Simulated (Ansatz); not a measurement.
# CHGeO: the cost of one run

Computed with Ansatz 0.2.0, Gaussian basis. Level: cc-pVTZ, core rule «outside noble gas», up to 16 orbitals frozen.

To be run: UHF; CCSD(T) on ROHF; CCSD(T) on UHF; BCCD(T) on ROHF; CCSDT(Q) on ROHF; CCSDT(Q) on UHF.

3 further runs of the same task are left out: 3 set aside as unsound or not needed.

## Step 1: The geometry

The geometry is a PBE0/def2-TZVP stationary point (not a proven minimum) of the parent state, kept for this charge and spin. No spin-orbit coupling is included. The filled d shell of Ge may be among the frozen orbitals whatever the setting's name suggests; the logs give the count.

4 atoms, charge 0, spin multiplicity 4.

Atoms are counted from 1 here; the program's logs count them from 0.

Bond lengths: Ge1–C2 1.774 Å, C2–O3 1.290 Å, O3–H4 0.971 Å. Angles: Ge1–C2–O3 175.6°, C2–O3–H4 111.6°.

## Step 2: UHF

Contents of in.yaml:

```yaml
crystal:
  periodic: [false, false, false]
  atoms:
    - {symbol: Ge, position_ang: [-0.000004, -0.160430, 2.081234]}
    - {symbol: C, position_ang: [0.000037, -0.167331, 0.306926]}
    - {symbol: O, position_ang: [-0.000016, -0.271400, -0.979246]}
    - {symbol: H, position_ang: [-0.000016, 0.599161, -1.408914]}
basis:
  gaussian: {orbitals: cc-pVTZ}
magnetization: {spin_polarized: true, initial_magnetization: 3}
hamiltonian: {xc: hf}
output: {orbitals: {seedname: orbitals}}
```

Launch:

```sh
$ ansatz run in.yaml --threads 1 --pin off --events-out ev --progress --plain --max-ram 4096MiB --backend cpu
```

Q: Estimate wall time and peak memory on 1 thread of AMD EPYC 7R13, shared host.

About 9 s, with a peak of 0.39 GiB.
